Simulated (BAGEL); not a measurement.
# PBE0/6-31G(d) (density fitting with qzvpp-jkfit, spherical functions) run of B2F4 (diboron tetrafluoride)

Aim: the energy change on altering one bond length of B2F4 (diboron tetrafluoride) at PBE0/6-31G* (density fitting with qzvpp-jkfit, spherical functions), from 2 runs. 

The calculation is run with BAGEL 1.2.2.

1 further run of the same task is left out (set aside as unsound or not needed).

## Step 1: The structure to begin with

B2F4: 6 atoms, total charge 0, spin state singlet. As SMILES, `FB(F)B(F)F`. The shape is that of a GFN2-xTB optimisation.

Bond lengths: F1–B2 1.316 Å, B2–F3 1.316 Å, B2–B4 1.718 Å, B4–F5 1.316 Å, B4–F6 1.316 Å. Angles: F1–B2–F3 112.3°, F1–B2–B4 123.8°, F3–B2–B4 123.8°, B2–B4–F5 123.8°, B2–B4–F6 123.8°, F5–B4–F6 112.3°.

## Step 2: A single-point energy at PBE0/6-31G(d) (density fitting with qzvpp-jkfit, spherical functions)

The input, dft.json:

```json
{ "bagel" : [

{
  "title" : "molecule",
  "basis" : "6-31gs.json",
  "df_basis" : "qzvpp-jkfit",
  "angstrom" : true,
  "geometry" : [
    { "atom" : "F", "xyz" : [       0.772690,      -0.727760,       1.613350 ] },
    { "atom" : "B", "xyz" : [       0.286610,      -0.709500,       0.390460 ] },
    { "atom" : "F", "xyz" : [       0.292020,      -1.901020,      -0.167640 ] },
    { "atom" : "B", "xyz" : [      -0.286590,       0.709540,      -0.390440 ] },
    { "atom" : "F", "xyz" : [      -0.775350,       0.727110,      -1.612260 ] },
    { "atom" : "F", "xyz" : [      -0.289380,       1.901640,       0.166510 ] }
  ]
},

{
  "title" : "ks",
  "xc_func" : "pbe0"
},

{
  "title" : "print",
  "file" : "orbitals.molden",
  "orbitals" : true
}

]}
```

The basis set 6-31G* is read from a file made from the Basis Set Exchange's data (not shown).

Run with:

```sh
$ BAGEL_NUM_THREADS=1 BAGEL dft.json > dft.out
```

The log of the run:

```text
* using 1 threads per process

  ===============================================================
  ===============================================================

  *** Geometry ***

  { "atom" : "F", "xyz" : [      1.460172,     -1.375267,      3.048790 ] },
  { "atom" : "B", "xyz" : [      0.541614,     -1.340761,      0.737862 ] },
  { "atom" : "F", "xyz" : [      0.551838,     -3.592407,     -0.316794 ] },
  { "atom" : "B", "xyz" : [     -0.541577,      1.340836,     -0.737825 ] },
  { "atom" : "F", "xyz" : [     -1.465199,      1.374039,     -3.046730 ] },
  { "atom" : "F", "xyz" : [     -0.546849,      3.593579,      0.314658 ] },

  Number of auxiliary basis functions:      458

  Since a DF basis is specified, we compute 2- and 3-index integrals:
    o Being stored without compression. Storage requirement is 0.026 GB

  Number of basis functions:       84
  Number of electrons      :       46

    * METHOD: MOLECULE                             0.21

  *** Kohn-Sham DFT ***

    * Removing 11026 points whose weight is below 1.00e-10
    * Grid points: 78410

  === Nuclear Repulsion ===
   203.9186371614

       - DIIS with orbital gradients will be used.

  === KS iteration (pbe0 / 6-31gs.json) ===
      0       -421.14771597          0.13651553           0.28
      1       -401.54450860          0.21395161           0.27
      2       -428.86500032          0.14147821           0.27
      3       -448.46445111          0.02396634           0.27
      4       -448.75487107          0.01304228           0.27
      5       -448.81301487          0.00764152           0.26
      6       -448.82813887          0.00468431           0.26
      7       -448.83605615          0.00128584           0.26
      8       -448.83673531          0.00011623           0.26
      9       -448.83674067          0.00004037           0.26
     10       -448.83674123          0.00002117           0.26
     11       -448.83674141          0.00000460           0.26
     12       -448.83674142          0.00000173           0.26
     13       -448.83674142          0.00000025           0.26
     14       -448.83674142          0.00000008           0.26
     15       -448.83674142          0.00000005           0.26
     16       -448.83674142          0.00000001           0.26
    * SCF iteration converged.

    * Permanent dipole moment:
           (   -0.000007,    -0.000014,     0.000029) a.u.

    * METHOD: KS                                   4.88

    * METHOD: PRINT                                0.02

  ===============================================================
```

Run time: 5.4 s. Hardware: 1 thread of Arm Neoverse V1, shared host; peak memory 0.33 GiB.

## Step 3: The distorted shape, same level

The input, dft.json:

```json
{ "bagel": [

{
  "title": "molecule",
  "basis": "6-31gs.json",
  "df_basis": "qzvpp-jkfit",
  "angstrom": true,
  "geometry": [
    { "atom": "F", "xyz": [    0.944652,   -1.153477,    1.847623 ] },
    { "atom": "B", "xyz": [    0.458572,   -1.135217,    0.624733 ] },
    { "atom": "F", "xyz": [    0.463982,   -2.326737,    0.066633 ] },
    { "atom": "B", "xyz": [   -0.286590,    0.709540,   -0.390440 ] },
    { "atom": "F", "xyz": [   -0.775350,    0.727110,   -1.612260 ] },
    { "atom": "F", "xyz": [   -0.289380,    1.901640,    0.166510 ] }
  ]
},
{
  "title": "ks",
  "xc_func": "pbe0"
},
{
  "title": "print",
  "file": "orbitals.molden",
  "orbitals": true
}

]}
```

The basis set 6-31G* is read from a file made from the Basis Set Exchange's data (not shown).

Run with:

```sh
$ BAGEL_NUM_THREADS=1 BAGEL dft.json > dft.out
```

The log of the run:

```text
* using 1 threads per process

  ===============================================================
  ===============================================================

  *** Geometry ***

  { "atom" : "F", "xyz" : [      1.785134,     -2.179756,      3.491501 ] },
  { "atom" : "B", "xyz" : [      0.866575,     -2.145249,      1.180574 ] },
  { "atom" : "F", "xyz" : [      0.876799,     -4.396896,      0.125918 ] },
  { "atom" : "B", "xyz" : [     -0.541577,      1.340836,     -0.737825 ] },
  { "atom" : "F", "xyz" : [     -1.465199,      1.374039,     -3.046730 ] },
  { "atom" : "F", "xyz" : [     -0.546849,      3.593579,      0.314658 ] },

  Number of auxiliary basis functions:      458

  Since a DF basis is specified, we compute 2- and 3-index integrals:
    o Being stored without compression. Storage requirement is 0.026 GB

  Number of basis functions:       84
  Number of electrons      :       46

    * METHOD: MOLECULE                             0.22

  *** Kohn-Sham DFT ***

    * Removing 10277 points whose weight is below 1.00e-10
    * Grid points: 79159

  === Nuclear Repulsion ===
   190.7785445232

       - DIIS with orbital gradients will be used.

  === KS iteration (pbe0 / 6-31gs.json) ===
      0       -421.27466803          0.13555573           0.29
      1       -400.41428276          0.22010624           0.27
      2       -428.94836484          0.13988969           0.27
      3       -448.35572210          0.02271613           0.27
      4       -448.71080703          0.01149520           0.27
      5       -448.77657041          0.00510173           0.28
      6       -448.78703667          0.00194434           0.27
      7       -448.78832200          0.00066646           0.27
      8       -448.78845773          0.00041702           0.27
      9       -448.78854333          0.00002466           0.27
     10       -448.78854359          0.00000323           0.27
     11       -448.78854359          0.00000138           0.27
     12       -448.78854359          0.00000064           0.27
     13       -448.78854359          0.00000027           0.27
     14       -448.78854359          0.00000013           0.27
     15       -448.78854359          0.00000002           0.27
     16       -448.78854359          0.00000001           0.27
    * SCF iteration converged.

    * Permanent dipole moment:
           (   -0.000001,    -0.000012,     0.000037) a.u.

    * METHOD: KS                                   5.01

    * METHOD: PRINT                                0.02

  ===============================================================
```

It took 5.4 s on 1 thread of Arm Neoverse V1, shared host; peak memory 0.34 GiB.

## Step 4: What came out

Level: PBE0/6-31G* (density fitting with qzvpp-jkfit, spherical functions).

```
                                                         quantity          value
                                        first shape: total energy  -448.83674 Eh
                                       first shape: dipole moment         0.00 D
                                         first shape: HOMO energy       -9.95 eV
                                         first shape: LUMO energy       -1.92 eV
                                       first shape: HOMO–LUMO gap        8.03 eV
                                    distorted shape: total energy  -448.78854 Eh
                                   distorted shape: dipole moment         0.00 D
                                     distorted shape: HOMO energy       -8.73 eV
                                     distorted shape: LUMO energy       -1.12 eV
                                   distorted shape: HOMO–LUMO gap        7.62 eV
energy change with the B2–B4 bond stretched from 1.718 to 2.234 Å       1.312 eV
```

In words: With the B2–B4 bond stretched from 1.718 to 2.234 Å the energy rises by 1.31 eV (127 kJ/mol). The first shape isn't relaxed at this level, so the change isn't measured from a minimum.
